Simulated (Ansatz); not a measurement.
Geometry optimisation, Ansatz 0.2.0, DFT PBE, scalar-relativistic, plane waves, PAW.

input.yaml

```yaml
crystal:
  lattice:
    - [8.46, 0.0, 0.0]
    - [0.0, 8.46, 0.0]
    - [0.0, 0.0, 8.46]
  atoms:
    - { symbol: Na, position: [0.0, 0.0, 0.0] }
    - { symbol: Na, position: [0.5, 0.0, 0.0] }
    - { symbol: Na, position: [0.0, 0.5, 0.0] }
    - { symbol: Na, position: [0.0, 0.0, 0.5] }
    - { symbol: Na, position: [0.25, 0.25, 0.25] }
    - { symbol: Na, position: [0.5, 0.5, 0.0] }
    - { symbol: Na, position: [0.5, 0.0, 0.5] }
    - { symbol: Na, position: [0.75, 0.25, 0.25] }
    - { symbol: Na, position: [0.0, 0.5, 0.5] }
    - { symbol: Na, position: [0.25, 0.75, 0.25] }
    - { symbol: Na, position: [0.25, 0.25, 0.75] }
    - { symbol: Na, position: [0.5, 0.5, 0.5] }
    - { symbol: Na, position: [0.75, 0.75, 0.25] }
    - { symbol: Na, position: [0.75, 0.25, 0.75] }
    - { symbol: Na, position: [0.25, 0.75, 0.75] }
    - { symbol: Na, position: [0.75, 0.75, 0.75] }
    - { symbol: Li, position: [0.74880466, 0.37476288, -0.00250636] }
basis:
  ecutwfc: 420.0
kpoints:
  mp_grid: { grid: [2, 2, 2] }
hamiltonian:
  xc: pbe
scf:
  occupations: { method: gaussian, width: 0.05 }
  lower_state_search: "off"
relax:
  f_tol: 0.03
  max_steps: 60
  adjacent_minimum: "off"
```

Command:

```bash
$ ansatz run input.yaml --threads 4 --pin off --max-ram 10240MiB --backend cpu --events-out ev --progress --plain --runs-dir out
```

Problem. Where does it end, and by what steps?

Solution. It converged. The force dipped under the threshold on the way, but the program's further checks kept it going. Limits of this set-up: coarse k mesh, a small cell, in which the defect meets its images, a typed lattice constant that wasn't relaxed here. After 10 steps the energy has fallen by 0.985 eV; Na14 moved furthest, 0.57 Å. Joined: Na13–Li17 (3.83 → 3.48 Å).

| step | energy less start (eV) | largest force component (eV/Å) | accepted |
| --- | --- | --- | --- |
| 0 | 0.0000 | 0.981 | yes |
| 1 | -0.6220 | 0.533 | yes |
| 2 | -0.9041 | 0.146 | yes |
| 3 | -0.9729 | 0.023 | yes |
| 4 | -0.9729 | 0.023 | yes |
| 5 | -0.9790 | 0.016 | yes |
| 6 | -0.9831 | 0.007 | yes |
| 7 | -0.9836 | 0.007 | yes |
| 8 | -0.9837 | 0.005 | yes |
| 9 | -0.9838 | 0.005 | yes |
| 10 | -0.9851 | 0.019 | yes |

```xyz
17
Lattice="8.4600 0.0000 0.0000 0.0000 8.4600 0.0000 0.0000 0.0000 8.4600" Properties=species:S:1:pos:R:3
Na -0.250 0.314 0.033
Na 4.486 0.253 0.034
Na 0.429 4.279 -0.010
Na -0.131 -0.293 4.159
Na 2.169 2.040 2.240
Na 3.748 4.402 -0.007
Na 4.375 -0.340 4.160
Na 6.339 2.129 2.515
Na 0.102 4.324 4.345
Na 2.081 6.610 1.990
Na 2.172 1.963 6.279
Na 4.156 4.360 4.347
Na 6.361 6.005 1.864
Na 6.342 1.873 5.834
Na 2.082 6.708 6.500
Na 6.362 6.132 6.608
Li 6.272 3.174 -0.152
```

Whether the end is a true minimum wasn't checked by a vibrational analysis.

The run took 17 s on 4 threads of AMD EPYC 9R45 96-Core Processor (Zen 5) (shared host), peak memory 1.4 GiB.
